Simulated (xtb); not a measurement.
# doublet SnSi2NH6Cl−: GFN0-xTB (alp 0.3, hydrogen mass 1 u, kpush 0.055, md dump 15 fs)

Wanted: molecular dynamics of doublet SnSi2NH6Cl−. 

The calculation is run with xtb 6.7.1.

5 further runs of the same task are left out: 1 that didn't finish, 4 set aside as unsound or not needed.

### 1 The molecule

SnSi2NH6Cl−: 11 atoms, total charge -1, spin state doublet. SMILES of the parent species: `[SiH3][N]([SiH3])[Sn][Cl]`. Geometry: optimised at GFN2-xTB. This is one conformer, not always the lowest. The run starts from this shape.

Bond lengths: Si1–N2 1.729 Å, N2–Si3 1.729 Å, N2–Sn4 2.155 Å, Sn4–Cl5 2.355 Å, Si1–H6 1.464 Å, Si1–H7 1.462 Å, Si1–H8 1.482 Å, Si3–H9 1.463 Å, Si3–H10 1.485 Å, Si3–H11 1.464 Å. Some angles: Si1–N2–Si3 121.1°, Si1–N2–Sn4 120.3°, Si3–N2–Sn4 118.6°, N2–Sn4–Cl5 99.5°, N2–Si1–H6 110.1°, N2–Si1–H7 112.0°, N2–Si1–H8 104.6°, N2–Si3–H9 112.2°, N2–Si3–H10 104.4°, N2–Si3–H11 110.2°.

### 2 Molecular dynamics at GFN0-xTB (alp 0.3, hydrogen mass 1 u, kpush 0.055, md dump 15 fs)

File input.inp:

```
$chrg -1
$spin 1
$md
   temp=350
   time=0.3
   step=0.5
   dump=15.0
   hmass=1
   shake=0
   nvt=false
$metadyn
   kpush=0.055
   alp=0.3
$wall
   potential=logfermi
   sphere: 9.8, all
$end
```

File mol.coord:

```
$coord
     -1.910872159960      0.524776944809      2.298379399076  si
     -0.181186940829     -0.667980390533     -0.202786510434  n
      3.043044875746     -0.185306543781     -0.405421842777  si
     -2.049086728715     -2.648432266402     -3.231866310119  sn
     -3.248382516448      0.820500186051     -5.749302761561  cl
     -0.901191491573     -0.427588330219      4.692378940058  h
     -1.936931483219      3.287443155444      2.313818461514  h
     -4.502574848101     -0.459619188031      1.897209440079  h
      3.683227394986      2.490470059644     -0.679129774668  h
      3.816868826519     -1.593776116248     -2.707070468049  h
      4.311032208109     -1.248050721748      1.812927654921  h
$end
```

Command:

```bash
xtb mol.coord --metadyn 10 -I input.inp --gfn 0 > mol.out 2> xtb.err
```

**Question.** What will come out? Wanted: potential energy of the last frame.

Computed results:

Level: GFN0-xTB (alp 0.3, hydrogen mass 1 u, kpush 0.055, md dump 15 fs).

| quantity | value |
| --- | --- |
| potential energy of the last frame | -18.09432 Eh |
